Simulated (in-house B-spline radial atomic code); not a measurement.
# Ru⁷⁺: ionisation energy by several methods

One table from this session's results is given with a row withheld; the runs are named, their logs left out.

The numbers are computed with in-house B-spline radial atomic code version 1 (non-relativistic, several functionals, spin-polarised; spherical all-electron atom at the radial basis limit), except any that are marked as measured or tabulated.

### Starting point

```
element       : ruthenium (Z = 44)
charge        : +7
electrons     : 37
configuration : [Kr] 4d1
nucleus       : point
```

Outer shells as boxes (Hund's rule):

[Kr] 4d1
```
[Kr] core
4d [↑ ][  ][  ][  ][  ]
```

Where spins are not typed, each open shell is filled with up spins first.

Set-up of the first run:

Settings, as recorded:

```ini
Z = 44
electrons = 37.0
configuration = [Kr] 4d1
hamiltonian = nr
method = m06l
spin_polarised = True
```

Steps of the session up to this table: M06-L; LDA (PW92); TPSS; PBE; revTPSS; PW91.

One table of the session follows, with a row left open; its other results are not shown here.

| method | ΔSCF (eV) |
| --- | --- |
| LDA (PW92) | ? |
| PBE | 112.02 |
| PW91 | 112.12 |
| M06-L | 111.57 |
| TPSS | 111.85 |
| revTPSS | 111.78 |

**Question.** Estimate the row for LDA (PW92).

**Answer.** ΔSCF (eV): 112.18. In the column «ΔSCF (eV)» it is the highest.

Members of this set that are not shown: 12 used exact exchange with fractional occupations of an open shell, which is unsound here.

Limits of these values: Meta-GGA runs start from a PBE run whose iterations are not counted. These runs leave out relativity, which matters at this nuclear charge.
